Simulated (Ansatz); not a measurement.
# C4H12AuPS: small, medium and large basis sets

An exercise on one series of results from a longer session: the logs are not shown, and one member is left open.

Method: one geometry, several basis sets; program: Ansatz 0.2.0, Gaussian basis.

Plan: PBE0-D4/def2-SVP; ωB97M-V/def2-SVP; PBE0-D4/def2-QZVPP; ωB97M-V/def2-QZVPP; the functionals' def2-TZVPP values are taken from earlier runs.

## The geometry

The geometry comes from an earlier relaxation with PBE0-D4 in a triple-zeta def2 set; it is a stationary point, not always the lowest conformer. Au takes the def2 core potential; no spin-orbit term is included.

19 atoms, charge 0, spin multiplicity 1.

Atoms are counted from 1 here; the program's logs count them from 0.

Bond lengths: C1–S2 1.819 Å, C1–H8 1.090 Å, C1–H9 1.090 Å, C1–H10 1.091 Å, S2–Au3 2.292 Å, Au3–P4 2.266 Å, P4–C5 1.817 Å, P4–C6 1.817 Å, P4–C7 1.817 Å, C5–H11 1.091 Å, C5–H12 1.093 Å, C5–H13 1.091 Å, C6–H14 1.093 Å, C6–H15 1.091 Å, C6–H16 1.091 Å, C7–H17 1.091 Å, C7–H18 1.091 Å, C7–H19 1.093 Å. Angles: S2–C1–H8 111.8°, S2–C1–H9 111.8°, S2–C1–H10 106.9°, H8–C1–H9 109.4°, H8–C1–H10 108.4°, H9–C1–H10 108.4°, C1–S2–Au3 104.4°, S2–Au3–P4 177.5°, Au3–P4–C5 115.2°, Au3–P4–C6 114.2°, Au3–P4–C7 115.4°, C5–P4–C6 103.6°, C5–P4–C7 103.4°, C6–P4–C7 103.5°, P4–C5–H11 109.3°, P4–C5–H12 111.2°, P4–C5–H13 109.4°, H11–C5–H12 109.5° and more.

Coordinates:

```
C     4.0973   -0.4672    1.4456
S     2.7719   -1.6685    1.7755
Au    0.9303   -0.7885    0.7325
P    -0.9414    0.0043   -0.2688
C    -0.7612    0.4204   -2.0283
C    -2.3442   -1.1497   -0.2457
C    -1.6292    1.5234    0.4534
H     4.2950   -0.3656    0.3786
H     3.8695    0.5121    1.8661
H     4.9991   -0.8480    1.9282
H    -0.4429   -0.4670   -2.5770
H    -1.7010    0.7896   -2.4461
H     0.0097    1.1839   -2.1423
H    -3.2180   -0.7185   -0.7403
H    -2.0598   -2.0735   -0.7513
H    -2.5954   -1.3920    0.7878
H    -0.8820    2.3167    0.4046
H    -1.8670    1.3467    1.5033
H    -2.5309    1.8413   -0.0758
```

Set-up of the first run:

in.yaml

```yaml
crystal:
  periodic: [false, false, false]
  atoms:
    - {symbol: C, position_ang: [4.097312, -0.467192, 1.445582]}
    - {symbol: S, position_ang: [2.771909, -1.668482, 1.775468]}
    - {symbol: Au, position_ang: [0.930313, -0.788493, 0.732520]}
    - {symbol: P, position_ang: [-0.941383, 0.004287, -0.268755]}
    - {symbol: C, position_ang: [-0.761199, 0.420419, -2.028325]}
    - {symbol: C, position_ang: [-2.344199, -1.149666, -0.245720]}
    - {symbol: C, position_ang: [-1.629244, 1.523377, 0.453427]}
    - {symbol: H, position_ang: [4.295011, -0.365627, 0.378609]}
    - {symbol: H, position_ang: [3.869530, 0.512134, 1.866131]}
    - {symbol: H, position_ang: [4.999105, -0.847964, 1.928209]}
    - {symbol: H, position_ang: [-0.442861, -0.467001, -2.577033]}
    - {symbol: H, position_ang: [-1.701029, 0.789560, -2.446134]}
    - {symbol: H, position_ang: [0.009723, 1.183913, -2.142258]}
    - {symbol: H, position_ang: [-3.217961, -0.718492, -0.740308]}
    - {symbol: H, position_ang: [-2.059751, -2.073478, -0.751301]}
    - {symbol: H, position_ang: [-2.595427, -1.392012, 0.787808]}
    - {symbol: H, position_ang: [-0.881976, 2.316728, 0.404604]}
    - {symbol: H, position_ang: [-1.866959, 1.346675, 1.503312]}
    - {symbol: H, position_ang: [-2.530894, 1.841324, -0.075834]}
basis:
  gaussian: {orbitals: def2-SVP}
hamiltonian: {xc: pbe0, dispersion: d4}
output: {orbitals: {seedname: orbitals}}
```

Launch:

```bash
$ ansatz run in.yaml --threads 4 --pin off --events-out ev --progress --plain --max-ram 66560MiB --backend cpu
```

Among the steps run: PBE0-D4 in def2-SVP; ωB97M-V in def2-SVP; PBE0-D4 in def2-QZVPP; ωB97M-V in def2-QZVPP.

One of the session's tables, all rows but one given; the rest of the session is left out.

It belongs to the step «Density functionals: the series». 

| functional | basis | HOMO (eV) |
| --- | --- | --- |
| PBE0-D4 | def2-SVP | -5.08 |
| PBE0-D4 | def2-TZVPP | -5.21 |
| PBE0-D4 | def2-QZVPP | -5.25 |
| ωB97M-V | def2-SVP | -7.17 |
| ωB97M-V | def2-TZVPP | -7.33 |
| ωB97M-V | def2-QZVPP | ? |

**Question.** Estimate the row for ωB97M-V, def2-QZVPP.

**Answer.** HOMO (eV): -7.37. In the column «HOMO (eV)» it is the lowest.
